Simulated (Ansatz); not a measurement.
# C₉H₁₇NTi: basis-set convergence

The task here is to estimate one member of a computed series from the others.

Computed with Ansatz 0.2.0, Gaussian basis. Level: one geometry, several basis sets.

Levels to be run: PBE0-D4/def2-SVP; ωB97M-V/def2-SVP; PBE0-D4/def2-QZVPP; ωB97M-V/def2-QZVPP; the functionals' def2-TZVPP values are taken from earlier runs.

**The geometry**

An earlier PBE0-D4 in a triple-zeta def2 set relaxation fixed the geometry.

SMILES `C[N](C)[Ti]1234([CH3])([CH3])[C@H]5[C@@H]1[C@@H]2[C@@H]3[C@H]54`, 28 atoms, charge 0, spin multiplicity 1.

Atoms are counted from 1 here; the program's logs count them from 0.

Bond lengths: C1–N2 1.438 Å, C1–H12 1.093 Å, C1–H13 1.101 Å, C1–H14 1.099 Å, N2–C3 1.438 Å, N2–Ti4 1.890 Å, C3–H15 1.101 Å, C3–H16 1.099 Å, C3–H17 1.093 Å, Ti4–C5 2.100 Å, Ti4–C6 2.100 Å, Ti4–C7 2.415 Å, Ti4–C8 2.416 Å, Ti4–C9 2.372 Å, Ti4–C10 2.368 Å, Ti4–C11 2.371 Å, C5–H18 1.094 Å, C5–H19 1.094 Å and more. Angles: N2–C1–H12 110.9°, N2–C1–H13 111.8°, N2–C1–H14 111.2°, H12–C1–H13 108.1°, H12–C1–H14 107.3°, H13–C1–H14 107.4°, C1–N2–C3 113.1°, C1–N2–Ti4 122.6°, C3–N2–Ti4 122.4°, N2–C3–H15 111.8°, N2–C3–H16 111.2°, N2–C3–H17 110.9°, H15–C3–H16 107.4°, H15–C3–H17 108.0°, H16–C3–H17 107.3°, N2–Ti4–C5 104.4°, N2–Ti4–C6 104.3°, N2–Ti4–C7 142.7° and more.

The first run:

in.yaml reads:

```yaml
crystal:
  periodic: [false, false, false]
  atoms:
    - {symbol: C, position_ang: [-1.689406, -2.015692, 0.087479]}
    - {symbol: N, position_ang: [-0.984062, -0.973148, 0.782931]}
    - {symbol: C, position_ang: [-0.746442, -1.279642, 2.167719]}
    - {symbol: Ti, position_ang: [-0.065559, 0.411206, -0.119113]}
    - {symbol: C, position_ang: [-1.392745, 1.023537, -1.626633]}
    - {symbol: C, position_ang: [-0.141842, 2.036603, 1.208534]}
    - {symbol: C, position_ang: [1.602573, 0.820008, -1.817022]}
    - {symbol: C, position_ang: [2.141374, 1.266974, -0.600942]}
    - {symbol: C, position_ang: [2.261571, 0.151093, 0.258309]}
    - {symbol: C, position_ang: [1.816196, -0.990049, -0.436710]}
    - {symbol: C, position_ang: [1.388219, -0.573213, -1.712192]}
    - {symbol: H, position_ang: [-1.818898, -1.762091, -0.967445]}
    - {symbol: H, position_ang: [-1.157749, -2.978688, 0.144230]}
    - {symbol: H, position_ang: [-2.691806, -2.168646, 0.512421]}
    - {symbol: H, position_ang: [-0.187411, -2.220927, 2.289148]}
    - {symbol: H, position_ang: [-1.691712, -1.385596, 2.719072]}
    - {symbol: H, position_ang: [-0.176197, -0.482610, 2.651127]}
    - {symbol: H, position_ang: [-1.140529, 2.015085, -2.014008]}
    - {symbol: H, position_ang: [-1.466209, 0.337099, -2.475513]}
    - {symbol: H, position_ang: [-2.372867, 1.080082, -1.136571]}
    - {symbol: H, position_ang: [-1.174671, 2.054196, 1.578370]}
    - {symbol: H, position_ang: [0.062783, 2.985369, 0.703749]}
    - {symbol: H, position_ang: [0.533764, 1.956802, 2.065506]}
    - {symbol: H, position_ang: [1.359699, 1.432073, -2.671701]}
    - {symbol: H, position_ang: [2.388964, 2.286186, -0.347902]}
    - {symbol: H, position_ang: [2.618298, 0.174551, 1.277817]}
    - {symbol: H, position_ang: [1.769814, -1.995731, -0.046544]}
    - {symbol: H, position_ang: [0.954861, -1.204821, -2.474137]}
basis:
  gaussian: {orbitals: def2-SVP}
hamiltonian: {xc: pbe0, dispersion: d4}
output: {orbitals: {seedname: orbitals}}
```

Started as:

```console
ansatz run in.yaml --threads 11 --pin off --events-out ev --progress --plain --max-ram 174080MiB --backend cpu
```

Steps of the session up to this table: PBE0-D4 in def2-SVP; ωB97M-V in def2-SVP; PBE0-D4 in def2-QZVPP; ωB97M-V in def2-QZVPP.

One of the session's tables, all rows but one given; the rest of the session is left out.

It belongs to the step «Density functionals: the series». 

```
functional       basis  HOMO (eV)
   PBE0-D4    def2-SVP          ?
   PBE0-D4  def2-TZVPP      -6.21
   PBE0-D4  def2-QZVPP      -6.23
   ωB97M-V    def2-SVP      -8.32
   ωB97M-V  def2-TZVPP      -8.38
   ωB97M-V  def2-QZVPP      -8.39
```

Q: Estimate the row for PBE0-D4, def2-SVP from the others.

**Answer.** HOMO (eV): -6.15. In the column «HOMO (eV)» it is the highest.
